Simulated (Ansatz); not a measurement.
# Cr (Chromium): the cost of one run

Program: Ansatz 0.2.0. Level of theory: DFT, LDA, PAW with Ansatz's default frozen-core files, scalar-relativistic. These are calculated values, not measurements.

This is Cr in the hcp structure; at room conditions it is bcc.

**1. The structure to begin with**

It takes space group P6_3/mmc (No. 194, hexagonal). Conventional cell: a = 2.714 Å, b = 2.714 Å, c = 4.410 Å, α = 90.00°, β = 90.00°, γ = 120.00°. Cr (site symmetry -6m2) is surrounded by 12 Cr at 2.71 Å.

Structure file:

```
Cr
1.0
     2.71400    0.00000    0.00000
    -1.35700    2.35039    0.00000
     0.00000    0.00000    4.41000
Cr
2
Direct
  0.33333 0.66667 0.25000
  0.66667 0.33333 0.75000
```

Atoms are numbered in the order of the input: Cr1, Cr2.

**2. Free moments from the typed start, PAW**

File input.yaml:

```yaml
crystal:
  lattice:
    - [2.714, 0.0, 0.0]
    - [-1.357, 2.3503929459, 0.0]
    - [0.0, 0.0, 4.41]
  atoms:
    - { symbol: Cr, position: [0.3333333333, 0.6666666667, 0.25], spin: 3.0 }
    - { symbol: Cr, position: [0.6666666667, 0.3333333333, 0.75], spin: 3.0 }
magnetization:
  spin_polarized: true
kpoints:
  mp_grid: { grid: [12, 12, 7] }
scf:
  occupations: { method: fermi_dirac, width: 0.03 }
  lower_state_search: "off"
hamiltonian:
  xc: lda
  pseudopotentials: { kind: paw }
output:
  forces: true
  stress: true
  eigenvalues: true
  populations: true
```

On the command line:

```
$ ansatz run input.yaml --threads 1 --pin off --max-ram 3072MiB --backend cpu --events-out ev --progress --plain --runs-dir out
```

What time and memory should one allow on 1 thread of Arm Neoverse V2, shared host?

About 6.4 s, with a peak of 0.32 GiB.
